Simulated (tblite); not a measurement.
# C2H12Ge2O2Si: the cost of one run

Computed with tblite 0.8.0 and PySCF 2.14.0, with density-fitted response routines of our own, on a single molecule in the gas phase. Atoms are numbered from 0 throughout.

### Step 1. Starting geometry

19 atoms, charge 0, multiplicity 1; geometry from: force field or distance geometry start.

Bonds of the start (Å): C0–O1 1.40, O1–Si2 1.72, Si2–Ge3 2.31, Ge3–Ge4 2.42, Ge4–O5 1.76, O5–C6 1.38, C0–H7 1.12, C0–H8 1.10, C0–H9 1.12, Si2–H10 1.48, Si2–H11 1.49, Ge3–H12 1.52, Ge3–H13 1.55, Ge4–H14 1.57, Ge4–H15 1.54, C6–H16 1.10, C6–H17 1.12, C6–H18 1.11.

### Step 2. Optimising the geometry with GFN2-xTB

The job: settings as JSON, then the geometry in Å.

```
{"job": {"kind": "relax", "xc": "GFN2-xTB", "basis": "xTB"}, "charge": 0, "multiplicity": 1}
C     -3.208500     0.936300     0.719800
O     -2.502600     1.098300    -0.477900
Si    -2.094800    -0.486200    -1.015000
Ge     0.158000    -0.461100    -1.512900
Ge     1.235800     0.327300     0.500800
O      2.794000     1.082900     0.170600
C      3.900700     0.366100     0.579900
H     -2.563600     1.069600     1.620900
H     -3.657400    -0.072100     0.713800
H     -4.016300     1.708400     0.804300
H     -2.430000    -1.454400     0.047900
H     -2.917100    -0.786200    -2.217300
H      0.384400     0.479800    -2.686800
H      0.571400    -1.911400    -1.858300
H      0.273900     1.422900     1.076800
H      1.271700    -0.811800     1.536000
H      3.735100    -0.714900     0.681900
H      4.374700     0.759400     1.511500
H      4.680800     0.486600    -0.203600
```

Run with:

```console
> OMP_NUM_THREADS=1 python probes_run.py task.json out
```

One launch serves the whole session: the jobs run in the order shown.

Q: Estimate the wall time of this first job on 1 thread of Arm Neoverse V1, shared host.

About 1.6 s.
